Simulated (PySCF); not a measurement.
# Solver options tried on SeS (triplet)

The same problem is solved with other solver options, one edit a run.

Program: PySCF 2.14.0. Level of theory: each script names its method and basis. These are calculated values, not measurements.

1 further run of the same task is left out (it didn't finish).

## 1. The starting structure

SeS (triplet): 2 atoms, charge 0, spin multiplicity 3.

Bond lengths: Se1–S2 1.995 Å.

## 2. The run that the others are compared with

Contents of input.py:

```python
from pyscf import gto, scf, mp

mol = gto.M(
    atom='Se 0 0 0; S 0 0 1.995',
    basis='cc-pvdz',
    charge=0,
    spin=2,
    verbose=4,
)
mf = scf.UHF(mol)
mf.kernel()
mp.MP2(mf, frozen=14).kernel()
mf.dip_moment()
print('orbital energies (hartree):', [e[max(0, n-3):n+3].round(4) for e, n in zip(mf.mo_energy, mol.nelec)])
```

Run with:

```
$ OMP_NUM_THREADS=1 python input.py
```

The log of this run is left out.

It gives: E(SCF) = -2797.348248 Eh, 12 cycles, E(MP2) − E(SCF) = -0.23750 Eh, ⟨S²⟩ = 2.030, μ = 0.72 D (of the SCF density).

The bond length is a typed value, not an optimised one. The triplet is typed in the script; nothing here shows that it is the ground state.

## 3. Smearing width 0.05 hartree

Edit 1 changes smearing width: none → 0.05 hartree; step after the SCF: mp2 → none.

Contents of input.py:

```python
from pyscf import gto, scf

mol = gto.M(
    atom='Se 0 0 0; S 0 0 1.995',
    basis='cc-pvdz',
    charge=0,
    spin=2,
    verbose=4,
)
mf = scf.UHF(mol)
mf = scf.addons.smearing_(mf, sigma=0.05, method='fermi')
mf.kernel()
mf.dip_moment()
print('orbital energies (hartree):', [e[max(0, n-3):n+3].round(4) for e, n in zip(mf.mo_energy, mol.nelec)])
```

Run with:

```
$ OMP_NUM_THREADS=1 python input.py
```

## 4. Level shift 0.3 hartree

Edit 2 changes level shift: none → 0.3 hartree.

input.py: that of step 2 with these lines changed.

```diff
@@ -10,2 +10,3 @@
 mf = scf.UHF(mol)
+mf.level_shift = 0.3
 mf.kernel()
```

**Question.** What will these runs give? Wanted: for each run, E(SCF); from base; gap, α spin; SCF dipole; after the SCF.

The runs gave:

```csv
run,E(SCF) (hartree),from base (eV),cycles,"gap, α spin (eV)",SCF dipole (D),after the SCF
base,-2797.348248,0,12,13.43,0.72,"MP2 correlation -6.463 eV, core frozen"
smearing width 0.05 hartree,-2797.157189,not comparable,12,n/a,0.76,n/a
level shift 0.3 hartree,-2797.348248,0.0000,15,13.43,0.72,"MP2 correlation -6.463 eV, core frozen"
```

Distance from each run's final energy (log10 hartree) by cycle:

```
                        run  cycle 1  cycle 2  cycle 3  cycle 5  cycle 8  cycle 12
                       base     -1.7     -2.5     -3.2     -4.9     -6.5     -11.0
smearing width 0.05 hartree     -1.7     -2.7     -3.3     -4.9     -6.9     -11.0
    level shift 0.3 hartree     -1.5     -2.4     -3.0     -4.8     -6.6      -8.2
```

In words: The SCF energy stays the same, to the digits that matter, with level shift 0.3 hartree. The base needs 12 cycles and the run with level shift 0.3 hartree needs 15.
